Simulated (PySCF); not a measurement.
# F5Ti ([TiF5]2-): the cost of one run

Computed with PySCF 2.14.0 and routines of our own; the level stands in each step. Atoms count from 0.

### Step 1. The system as given

6 atoms, charge -2, states of the metal's open shell are computed; geometry from: model geometry, bond lengths from ionic radii.

### Step 2. Ligand-field states: state-averaged CASSCF in water

What the job is given:

```
{"job": {"kind": "lf", "basis": {"metal": "x2c-TZVPall", "ligand": "x2c-SVPall"}, "nevpt": true, "solvent": "water"}, "charge": -2, "metal": "Ti", "open_shell": "d1"}
Ti     0.000000     0.000000     0.000000
F      0.000000     0.000000     1.910000
F      1.880983     0.000000    -0.331668
F     -1.880983     0.000000    -0.331668
F      0.000000     1.880983    -0.331668
F     -0.000000    -1.880983    -0.331668
```

Level: state-averaged CASSCF of the metal d shell, SC-NEVPT2 on the averaged canonical orbitals, state-interaction spin-orbit coupling.

The run is started by

```
OMP_NUM_THREADS=1 python lf_run.py task.json out
```

One launch serves the whole session: the jobs run in the order shown.

**Question.** How long does this first job take on 1 thread of Arm Neoverse V1, shared host, and how much memory does it need?

About 4.3 s, with a peak of 0.3 GiB.
